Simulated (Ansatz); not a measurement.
# Cl3GaH2O: the cost of one run

Computed with Ansatz 0.2.0, Gaussian basis. Level: BLYP/6-31G*.

## Step 1: Structure used throughout

The geometry comes from an earlier relaxation with PBE0-D4 in a triple-zeta def2 set; it is a stationary point, not always the lowest conformer.

SMILES `[OH2+][Ga-]([Cl])([Cl])[Cl]`, 7 atoms, charge 0, spin multiplicity 1.

Atoms are counted from 1 here; the program's logs count them from 0.

Bond lengths: O1–Ga2 2.077 Å, O1–H6 0.967 Å, O1–H7 0.967 Å, Ga2–Cl3 2.129 Å, Ga2–Cl4 2.152 Å, Ga2–Cl5 2.152 Å. Angles: Ga2–O1–H6 108.7°, Ga2–O1–H7 108.7°, H6–O1–H7 107.7°, O1–Ga2–Cl3 104.4°, O1–Ga2–Cl4 95.4°, O1–Ga2–Cl5 95.4°, Cl3–Ga2–Cl4 118.1°, Cl3–Ga2–Cl5 118.1°, Cl4–Ga2–Cl5 117.4°.

Coordinates:

```xyz
7
Cl3GaH2O
O    -0.63577    0.52989    0.90793
Ga    0.52886   -0.53909   -0.43948
Cl    1.43978   -2.06210    0.73722
Cl   -1.10486   -1.09318   -1.72541
Cl    1.73727    1.13729   -1.03878
H    -1.55514    0.50617    0.61064
H    -0.34882    1.45283    0.90228
```

## Step 2: Dynamics

Contents of in.yaml:

```yaml
crystal:
  periodic: [false, false, false]
  atoms:
    - {symbol: O, position_ang: [-0.635770, 0.529887, 0.907932]}
    - {symbol: Ga, position_ang: [0.528858, -0.539090, -0.439477]}
    - {symbol: Cl, position_ang: [1.439776, -2.062103, 0.737218]}
    - {symbol: Cl, position_ang: [-1.104862, -1.093182, -1.725411]}
    - {symbol: Cl, position_ang: [1.737269, 1.137295, -1.038784]}
    - {symbol: H, position_ang: [-1.555145, 0.506168, 0.610644]}
    - {symbol: H, position_ang: [-0.348825, 1.452826, 0.902278]}
basis:
  gaussian: {orbitals: "6-31G*"}
magnetization: {spin_polarized: true, initial_magnetization: 0}
hamiltonian: {xc: {name: BLYP}}
md: {timestep: 0.5 fs, n_steps: 50, ensemble: nvt_langevin, temperature: 1000, initial_velocities: maxwell_boltzmann, friction: 0.01, seed: 17}
```

Started as:

```sh
$ ansatz run in.yaml --threads 4 --pin off --events-out ev --progress --plain --max-ram 10444MiB
```

**Question.** How long does this run take on 4 threads of Intel Xeon Platinum 8375C at 2.90GHz, shared host, and how much memory does it need?

About 79 s, with a peak of 0.46 GiB.
